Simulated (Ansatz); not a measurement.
Working through a ladder of methods at one geometry of CH4B2Cl2, SMILES BC(B)(Cl)Cl

With Ansatz 0.2.0 through its Python package.

Notebook, run cell by cell (the value of a cell's last expression is shown):

In [1]:
```python
from pathlib import Path

import ansatz as az
import numpy as np
```

In [2]:
```python
BASIS_SET = 'def2-SVP'
```

In [3]:
```python
molecule = (
    az.Crystal.molecule()
    .atom('B', (-0.2917, 1.2183, -0.3296))
    .atom('C', (0.1977, -0.2315, -0.4412))
    .atom('B', (-0.0084, -0.9542, 0.9488))
    .atom('Cl', (-0.6392, -1.089, -1.6981))
    .atom('Cl', (1.9283, -0.2268, -0.8973))
    .atom('H', (-1.4757, 1.4818, -0.0833))
    .atom('H', (0.4039, 2.1839, -0.5347))
    .atom('H', (-0.6076, -1.907, 1.0554))
    .atom('H', (0.5811, -0.5217, 1.9629))
)

model = molecule.calculation().basis(gaussian=BASIS_SET)

print('functional    E (Ha)        dipole (D)   HOMO (eV)  LUMO (eV)')
for name in ['lc_wpbe', 'pbe', 'blyp', 'hf', 'r2scan0', 'cam_b3lyp']:
    data = model.functional(name).forces().orbitals().run(runs_dir='runs').report
    lines = Path(data['orbitals_path']).read_text().splitlines()
    field_of = lambda key: [line.split('=')[1].strip() for line in lines if line.startswith(key)]
    orbitals = [(27.211386 * float(e), s, float(n)) for e, s, n in zip(field_of('Ene='), field_of('Spin='), field_of('Occup='))]
    homo = max(e for e, _, n in orbitals if n > 0.5)
    lumo = min(e for e, _, n in orbitals if n < 0.5)
    dipole = 4.803205 * np.linalg.norm(data['charge_distribution']['dipole_moment_e_ang'])
    print(f'{name:10s} {data["free_energy_ev"] / 27.211386246:14.6f} {dipole:9.3f} {homo:11.3f} {lumo:10.3f}')
```
```text
functional    E (Ha)        dipole (D)   HOMO (eV)  LUMO (eV)
lc_wpbe      -1009.855726     1.427     -10.930     -0.516
pbe          -1009.651893     0.972      -6.693     -3.834
blyp         -1010.106491     0.886      -6.491     -3.594
hf           -1008.139473     1.652     -11.417      0.869
r2scan0      -1010.048503     1.395      -8.332     -2.725
cam_b3lyp    -1010.139627     1.230      -9.438     -1.677
```

Notes:
- Total energies depend on the basis set; only differences at equal settings carry meaning.
- The geometry is a force-field or estimated start, not a minimum of this method, and the basis set is short of its limit. A lower total doesn't mark the better method: functionals have no common bound, and MP2 and coupled cluster aren't variational.
- Levels such as HOMO and LUMO are orbital energies: with these approximate functionals they aren't the ionisation energy and electron affinity, and their gap isn't the fundamental gap.
- Wall time of the script: 22 s on 1 thread of Arm Neoverse V2, on a shared host, peak memory 0.31 GiB.
